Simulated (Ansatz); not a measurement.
# BiW2: the cost of one run

Method: DFT PBE, scalar-relativistic, plane waves, PAW, in Ansatz 0.2.0.

1 further run of the same task is left out (it didn't finish).

## 1. The starting structure

It takes space group Fm-3m (No. 225, cubic). Conventional cell: a = 6.265 Å, b = 6.265 Å, c = 6.265 Å, α = 90.00°, β = 90.00°, γ = 90.00°. Bi (site symmetry m-3m) has 8 W at 2.71 Å as nearest neighbours. W (site symmetry -43m) has 4 Bi at 2.71 Å as nearest neighbours.

Structure file:

```
Bi W
1.0
     0.00000    3.13236    3.13236
     3.13236    0.00000    3.13236
     3.13236    3.13236    0.00000
Bi W
1 2
Direct
  0.00000 0.00000 0.00000
  0.25000 0.25000 0.25000
  0.75000 0.75000 0.75000
```

(A quick probe on a coarse mesh, which set the mesh and smearing, is not shown.)

## 3. Coarse relaxation

input.yaml reads:

```yaml
crystal:
  lattice:
    - [0.0, 3.1323580164, 3.1323580164]
    - [3.1323580164, 0.0, 3.1323580164]
    - [3.1323580164, 3.1323580164, 0.0]
  atoms:
    - { symbol: Bi, position: [0.0, 0.0, 0.0] }
    - { symbol: W, position: [0.25, 0.25, 0.25] }
    - { symbol: W, position: [0.75, 0.75, 0.75] }
basis:
  ecutwfc: 420
kpoints:
  mp_grid: { grid: [6, 6, 6] }
hamiltonian:
  xc: pbe
scf:
  occupations: { method: gaussian, width: 0.1 }
  lower_state_search: "off"
output:
  forces: true
  stress: true
  eigenvalues: true
relax:
  adjacent_minimum: "off"
  f_tol: 0.04
  max_steps: 70
  cell: { stress_tol: 0.4 }
```

Started as:

```
$ ansatz run input.yaml --threads 1 --pin off --max-ram 2560MiB --backend cpu --events-out ev --progress --plain --runs-dir out
```

What time and memory should one allow on 1 thread of AMD EPYC 7R43 (Zen 3), shared host?

About 11 s, with a peak of 0.4 GiB.
